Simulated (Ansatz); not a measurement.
I need a single point of YZn2, space group Fd-3m. Use the Python package of Ansatz (0.2.0). Settings: PBEsol, PAW, cutoff 550 eV, 5×5×5 k-points, Fermi-Dirac smearing of 0.1 eV.

```cif
data_structure
_symmetry_space_group_name_H-M 'P 1'
_symmetry_Int_Tables_number 1
_cell_length_a 5.4262
_cell_length_b 5.4262
_cell_length_c 5.4262
_cell_angle_alpha 60.000
_cell_angle_beta 60.000
_cell_angle_gamma 60.000
_cell_volume 112.97
loop_
_atom_site_label
_atom_site_type_symbol
_atom_site_fract_x
_atom_site_fract_y
_atom_site_fract_z
_atom_site_occupancy
Y1 Y 0.00000 0.00000 0.00000 1
Y2 Y 0.25000 0.25000 0.25000 1
Zn1 Zn 0.12500 0.62500 0.62500 1
Zn2 Zn 0.62500 0.12500 0.62500 1
Zn3 Zn 0.62500 0.62500 0.12500 1
Zn4 Zn 0.62500 0.62500 0.62500 1
```

The script, `yzn2_scf.py`:
```python
"""Self-consistent field of YZn2 at the given structure."""

from collections import defaultdict
from pathlib import Path

import ansatz as az
import numpy as np


def main() -> None:
    system = (
        az.Lattice.from_parameters(5.426208, 5.426208, 5.426208, alpha=60.0, beta=60.0, gamma=60.0)
        .atom("Y", [0.0, 0.0, 0.0])
        .atom("Y", [0.25, 0.25, 0.25])
        .atom("Zn", [0.125, 0.625, 0.625])
        .atom("Zn", [0.625, 0.125, 0.625])
        .atom("Zn", [0.625, 0.625, 0.125])
        .atom("Zn", [0.625, 0.625, 0.625])
    )

    # settings of the run
    base = (
        system.calculation()
        .functional("PBEsol")
        .basis(550)
        .kpoints(5, 5, 5)
        .occupations("fermi_dirac", width=0.1)
        .density_of_states(energy_step=0.1, method="smearing", broadening_width=0.15, projected=True)
        .density()
        .potential()
        .output_files(volumetric_format=["xsf", "npy"])
    )
    out = base.run(threads=1)
    rep = out.report

    print(f"free energy      {rep['free_energy_ev']:.5f} eV")
    print(f"per atom         {rep['free_energy_ev'] / len(out.lattice.sites):.5f} eV")
    print(f"SCF iterations   {rep['n_iterations']}  (converged: {rep['converged']})")

    dos = out.density_of_states()
    energy = np.asarray(dos.energies_ev) - dos.fermi_ev
    projected = out.projected_density_of_states()
    by_shell = defaultdict(float)
    for site in projected.sites:
        for shell in site.shells:
            for part in shell.curves:
                by_shell[f"{site.species} {'spdf'[shell.l]}"] += np.sum(part.g_bin_mean_per_ev, axis=0)
    print("E - E_F  " + " ".join(f"{name:>7s}" for name in by_shell))
    for e in np.arange(-5, 5 + 0.1, 1.0):
        print(f"{e:7.1f}  " + " ".join(f"{np.interp(e, energy, curve):7.3f}" for curve in by_shell.values()))

    folder = Path(out.write_results("volumes"))
    print(sorted(path.name for path in folder.iterdir()))
    head = (folder / "rho.xsf").read_text().split("BEGIN_BLOCK")[0]
    print(head)


if __name__ == "__main__":
    main()
```

```console
$ python yzn2_scf.py
free energy      -20715.99907 eV
per atom         -3452.66651 eV
SCF iterations   7  (converged: True)
E - E_F      Y s     Y p     Y d    Zn s    Zn d
   -5.0    0.025   0.003   0.117   0.262   0.035
   -4.0    0.039   0.001   0.017   0.040   0.006
   -3.0    0.459   0.016   0.268   0.542   0.071
   -2.0    0.381   0.015   1.193   0.546   0.093
   -1.0    0.571   0.016   1.698   0.133   0.049
    0.0    0.120   0.013   1.748   0.219   0.045
    1.0    0.083   0.009   2.144   0.090   0.044
    2.0    0.024   0.001   1.012   0.138   0.020
    3.0    0.204   0.005   2.650   0.252   0.045
    4.0    0.250   0.002   1.420   0.304   0.020
    5.0    0.000   0.000   0.000   0.000   0.000
['dos.tsv', 'fields.json', 'pdos.tsv', 'rho.npy', 'rho.xsf', 'rho_z.tsv', 'v_es.npy', 'v_es.xsf', 'v_tot.npy', 'v_tot.xsf', 'v_z.tsv']
CRYSTAL
PRIMVEC
    5.426208    0.000000    0.000000
    2.713104    4.699234    0.000000
    2.713104    1.566411    4.430480
PRIMCOORD
    6    1
   39    0.000000    0.000000    0.000000
   39    2.713104    1.566411    1.107620
   30    4.069656    3.916028    2.769050
   30    5.426208    1.566411    2.769050
   30    5.426208    3.132823    0.553810
   30    6.782760    3.916028    2.769050
```

Reading the output:
- Total energies depend on the potentials; only differences at equal settings carry meaning.
- The mesh is modest for a metal, so energies can be off by several to tens of meV an atom and pressures by half a GPa or more; differences at equal mesh fare better.
- Projections exist only for the shells that the potentials hold, some of them semicore, and samples at single energies can miss narrow peaks.
- Densities and potentials on the grid are those of the valence electrons, and inside the cores they hang on the potentials used.
- The structure comes from a database of computed cells and needn't be a stable or known phase.
- The computed bands are complete only to about 3.3 eV above the Fermi level; beyond that the density of states is undercounted.
- Hardware and time: 4.3 s on 1 thread of Arm Neoverse V2, on a shared host, peak memory 0.48 GiB.

(Lines on the test bed's own set-up are left out of the output.)
